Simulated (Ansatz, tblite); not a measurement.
## A script for ZrTeSe (GFN1-xTB)

These are simulated results from tblite 0.8.0, not measurements. The cell was built from a prototype and was relaxed with r2SCAN in plane waves (Ansatz 0.2.0). It may be hypothetical. It is a single sheet, repeated along a and b, with vacuum along c. All runs are without spin polarisation.

The sheet's in-plane cell has a = 3.827 Å, b = 3.827 Å (γ = 120.0°), and its outermost atoms lie 3.50 Å apart along the normal. Zr is surrounded by 3 Se at 2.70 Å and 3 Te at 2.95 Å; Se is surrounded by 3 Zr at 2.70 Å; Te is surrounded by 3 Zr at 2.95 Å.

tblite solves periodic systems at the zone centre alone, so the script builds a cluster of 3×3×1 conventional cells (27 atoms), which folds in a coarse mesh of k points.

The script, run.py:

```python
import json
from ase import Atoms
from ase.build import make_supercell
from ase.units import Bohr, GPa, Hartree
from tblite.interface import Calculator

atoms = Atoms(['Zr', 'Se', 'Te'],
              cell=[[3.82744, 0.0, 0.0], [-1.91372, 3.31466, -0.0], [0.0, -0.0, 31.629314]],
              scaled_positions=[[0.333333, 0.666667, 0.288678], [0.666667, 0.333333, 0.337853], [0.666667, 0.333333, 0.227108]],
              pbc=True)
cluster = make_supercell(atoms, [[3, 0, 0], [0, 3, 0], [0, 0, 1]])
calc = Calculator('GFN1-xTB', cluster.numbers, cluster.positions / Bohr, lattice=cluster.cell[:] / Bohr, periodic=cluster.pbc)
calc.set('temperature', 0.02 / Hartree)
calc.set('max-iter', 150)
res = calc.singlepoint()
levels = res.get('orbital-energies') * Hartree
nv = round(res.get('orbital-occupations').sum() / 2)
cells = len(cluster) // len(atoms)
out = {'energy_per_cell': res.get('energy') * Hartree / cells, 'homo': levels[nv - 1], 'lumo': levels[nv],
       'stress': (-res.get('virial') * Hartree / cluster.get_volume() / GPa).tolist(), 'charges': res.get('charges')[:len(atoms)].tolist(), 'electrons': 2 * nv / cells}
json.dump(out, open('results.json', 'w'))
for key, value in out.items():
    print(key, value)
```

Command: `python run.py`. It took 1.2 s on 1 thread of Arm Neoverse V1, on a shared host, peak memory 0.1 GiB.

What it printed:

```
------------------------------------------------------------
  cycle        total energy    energy error   density error
------------------------------------------------------------
      1     -75.79321689372  -7.5849123E+01   9.8632090E-01
      2     -71.20136380790   4.5918531E+00   1.2121778E+00
      3     -75.68458899103  -4.4832252E+00   5.4423800E-01
      4     -66.69090966727   8.9936793E+00   7.1069309E-01
      5     -77.75017265987  -1.1059263E+01   2.1787334E-01
      6     -77.94963594517  -1.9946329E-01   1.2375445E-01
      7     -78.03611963274  -8.6483688E-02   4.2780328E-03
      8     -78.03625015217  -1.3051943E-04   8.7415954E-04
      9     -78.03625392350  -3.7713358E-06   4.4974710E-04
     10     -78.03625568037  -1.7568660E-06   1.1823872E-04
     11     -78.03625592751  -2.4713960E-07   1.9450177E-05
------------------------------------------------------------

 total:                                   0.431 sec
energy_per_cell -235.9416315488602
homo -9.479299489283509
lumo -8.956808178164426
stress [[-0.3212680272258072, -7.752522279994043e-06, 4.327332527396646e-06], [-7.752522279982193e-06, -0.32127616733124265, -2.594235071472391e-06], [4.327332527337105e-06, -2.5942350714976695e-06, -1.1468728993060802]]
charges [0.5928319413104783, -0.34292584520319525, -0.2499148027556205]
electrons 16.0
```

The cycle table is in hartree for the whole cluster, and the lines after it are in eV (the energy for one cell). The printed stress is in GPa and positive in compression, and the pressure is its mean diagonal, here averaged over the vacuum too.

GFN1-xTB gives a gap of 0.52 eV. On the same cell, plane-wave PBE (Ansatz, 12×12×1 k points and the special points) gives a gap of 0.49 eV and r2SCAN a gap of 0.75 eV; on shared hosts these took about 29 and 71 core-seconds on the 3-atom cell, against 1.2 for the script. Spin-orbit coupling, left out in all these runs, can cut or reorder the gap by tenths of an eV, up to about 1 eV with Pb or Bi. xTB was fitted to molecules, so gaps, charges and pressures of solids can be far off, and the gap also depends on the size of the cluster.

xTB was fitted mostly to molecules, and a small cluster samples few k points, so gaps, pressures and kinks along a curve can be far from a solid's.

No spin-orbit coupling is included; it can move band edges with weight on the heavy atoms by tenths of an eV.
